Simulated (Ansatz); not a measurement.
Runs of Ansatz 0.2.0 on TaWC2. Symmetry: R-3m, No. 166, trigonal system. The conventional cell has a = 3.144 Å, b = 3.144 Å, c = 15.305 Å, α = 90.00°, β = 90.00°, γ = 120.00°. W (site symmetry -3m) is surrounded by 6 C at 2.21 Å. Ta (site symmetry -3m) has 6 C at 2.23 Å as nearest neighbours. C (site symmetry 3m) has 3 W at 2.21 Å and 3 Ta at 2.23 Å as nearest neighbours. The cell comes from a database or a generator and needn't be the stable form of this composition.

```tsv
share of exact exchange	gap on the mesh (eV)	pressure (GPa)	largest force (eV/Å)
0.2	none	-9.4	0.01
0.15	none	(b)	0.02
0.1	none	(a)	0.03
0.05	none	-4.7	(c)
```

Alike in all rows: task single point; level HSE06 form with a typed share of exact exchange; potentials or basis Ansatz PAW; no spin polarisation; cell as given; k mesh 5 × 5 × 5; cutoff (eV) 420; smearing fermi-dirac 0.05 eV; the mesh is coarse, so values aren't converged.

Task: Fill in the values left out.

Result: (a) -6.2; (b) -7.8; (c) 0.04.

Caveats: all runs use coarse meshes; the PAW data sets come from PBE, with cores solved anew for the run's functional, which leaves a small shift of forces and pressure; the thresholds are loose for stress.

A k mesh can miss the band edges, and the runs leave out spin-orbit coupling on Ta, W.

A gap of «none» marks a metal or a gap under the smearing width.
